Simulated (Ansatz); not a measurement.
**CH₇BGaN: one species, many methods**

How much do the methods differ for CH₇BGaN? The plan is to run it at one geometry with functionals of several rungs and with coupled cluster. The yardstick is the atomisation energy at the CCSD(T) limit.

Method: functionals in def2-TZVPP, the program's frozen cores in correlated methods; program: Ansatz 0.2.0, Gaussian basis.

The runs, in order: LDA (SPW92), PBE-D4, revPBE-D4, BLYP-D4, r2SCAN-D4, B97M-V, PBE0-D4, B3LYP-D4, r2SCANh-D4, r2SCAN0-D4, HSE06-D4, BHLYP-D4, CAM-B3LYP-D4, LC-ωPBE, ωB97X-V, ωB97M-V, B2PLYP, PBE-QIDH; CCSD(T)/def2-SVP; CCSD(T)/def2-TZVPP; MP2/def2-QZVPP; extrapolation to the limit; RPA on PBE.

## Step 1: Structure used throughout

An earlier PBE0-D4 in a triple-zeta def2 set relaxation fixed the geometry.

SMILES `C[B](N)[GaH2]`, 11 atoms, charge 0, spin multiplicity 1.

Atoms are counted from 1 here; the program's logs count them from 0.

Bond lengths: C1–B2 1.572 Å, C1–H5 1.096 Å, C1–H6 1.096 Å, C1–H7 1.096 Å, B2–N3 1.393 Å, B2–Ga4 2.118 Å, N3–H8 1.010 Å, N3–H9 1.006 Å, Ga4–H10 1.581 Å, Ga4–H11 1.590 Å. Angles: B2–C1–H5 110.7°, B2–C1–H6 114.1°, B2–C1–H7 110.6°, H5–C1–H6 107.9°, H5–C1–H7 105.1°, H6–C1–H7 107.9°, C1–B2–N3 119.9°, C1–B2–Ga4 124.1°, N3–B2–Ga4 116.0°, B2–N3–H8 122.9°, B2–N3–H9 123.8°, H8–N3–H9 113.3°, B2–Ga4–H10 125.4°, B2–Ga4–H11 120.3°, H10–Ga4–H11 114.4°.

## Step 2: LDA

This LDA is Slater exchange with PW92 correlation.

Input file in.yaml:

```yaml
crystal:
  periodic: [false, false, false]
  atoms:
    - {symbol: C, position_ang: [-0.483132, 1.456391, 0.267102]}
    - {symbol: B, position_ang: [-0.083362, -0.060437, 0.166581]}
    - {symbol: N, position_ang: [-0.462828, -0.946936, 1.172110]}
    - {symbol: Ga, position_ang: [1.028190, -0.891067, -1.433860]}
    - {symbol: H, position_ang: [-1.066880, 1.762163, -0.608167]}
    - {symbol: H, position_ang: [-1.061772, 1.708502, 1.162992]}
    - {symbol: H, position_ang: [0.408931, 2.092431, 0.252222]}
    - {symbol: H, position_ang: [-0.994074, -0.662410, 1.982687]}
    - {symbol: H, position_ang: [-0.238764, -1.927888, 1.166411]}
    - {symbol: H, position_ang: [1.582522, -0.087430, -2.677803]}
    - {symbol: H, position_ang: [1.371180, -2.443329, -1.450276]}
basis:
  gaussian: {orbitals: def2-TZVPP}
hamiltonian: {xc: lda}
output: {orbitals: {seedname: orbitals}}
```

Command:

```bash
$ ansatz run in.yaml --threads 2 --pin off --events-out ev --progress --plain --max-ram 4352MiB
```

The runs that follow: PBE-D4 (GGA); revPBE-D4 (GGA); BLYP-D4 (GGA); r2SCAN-D4 (meta-GGA); B97M-V (meta-GGA); B3LYP-D4 (hybrid); r2SCANh-D4 (hybrid); r2SCAN0-D4 (hybrid); HSE06-D4 (hybrid); BHLYP-D4 (hybrid); CAM-B3LYP-D4 (range-separated); LC-ωPBE (range-separated); ωB97X-V (range-separated); ωB97M-V (range-separated); B2PLYP (double hybrid); PBE-QIDH (double hybrid); CCSD(T) in def2-SVP; CCSD(T) in def2-TZVPP; MP2 in def2-QZVPP; RPA on PBE orbitals.

Before running them: what should the planned runs give, taken together? Wanted: atomisation energy, CCSD(T)/CBS; farthest beyond LDA; mean size of error, GGA; mean size of error, meta-GGA; mean size of error, hybrid; mean size of error, range-separated; mean size of error, double hybrid; gap, smallest and largest; T1 diagnostic.

The runs gave:

```
                               quantity                                                                                                                                                  value
        atomisation energy, CCSD(T)/CBS                                                                                                                                              38.458 eV
    functionals within 0.385 eV (1.0 %)  revPBE-D4, BLYP-D4, r2SCAN-D4, B97M-V, PBE0-D4, B3LYP-D4, r2SCANh-D4, r2SCAN0-D4, HSE06-D4, CAM-B3LYP-D4, LC-ωPBE, ωB97X-V, ωB97M-V, B2PLYP, PBE-QIDH
                    farthest beyond LDA                                                                                                                                   BHLYP-D4 (-0.687 eV)
                mean size of error, GGA                                                                                                                                               0.314 eV
           mean size of error, meta-GGA                                                                                                                                               0.235 eV
             mean size of error, hybrid                                                                                                                                               0.224 eV
    mean size of error, range-separated                                                                                                                                               0.206 eV
      mean size of error, double hybrid                                                                                                                                               0.219 eV
              gap, smallest and largest                                                                                                               2.99 eV (LDA (SPW92)), 9.79 eV (LC-ωPBE)
                          T1 diagnostic                                                                                                                                                 0.0130
triples share of the correlation energy                                                                                                                                                  3.8 %
```

In words: The LDA atomisation energy is off by 5.171 eV (13 %): it overbinds. PBE-D4 is off by +0.572 eV. Double hybrids carry the basis error of their MP2 part in triple zeta, and no dispersion term here, so their miss is partly the set-up's. The rungs range-separated, double hybrid, hybrid, meta-GGA, GGA miss on average by less than the doubt on the reference (0.385 eV), so they tie. Misses under about 0.385 eV are within the doubt on the reference itself, which lacks core-valence correlation, relativity and higher excitations, and its outer-core shells are covered unevenly. Hartree-Fock recovers 74 % of the binding; the rest is correlation. CCSD(T) in def2-SVP is off by -1.879 eV, worse than the median functional, from the basis alone. Orbital gaps span 3.0 to 9.8 eV; exact exchange widens them. Correlated methods include outer-core shells of Ga, which these sets cover unevenly.
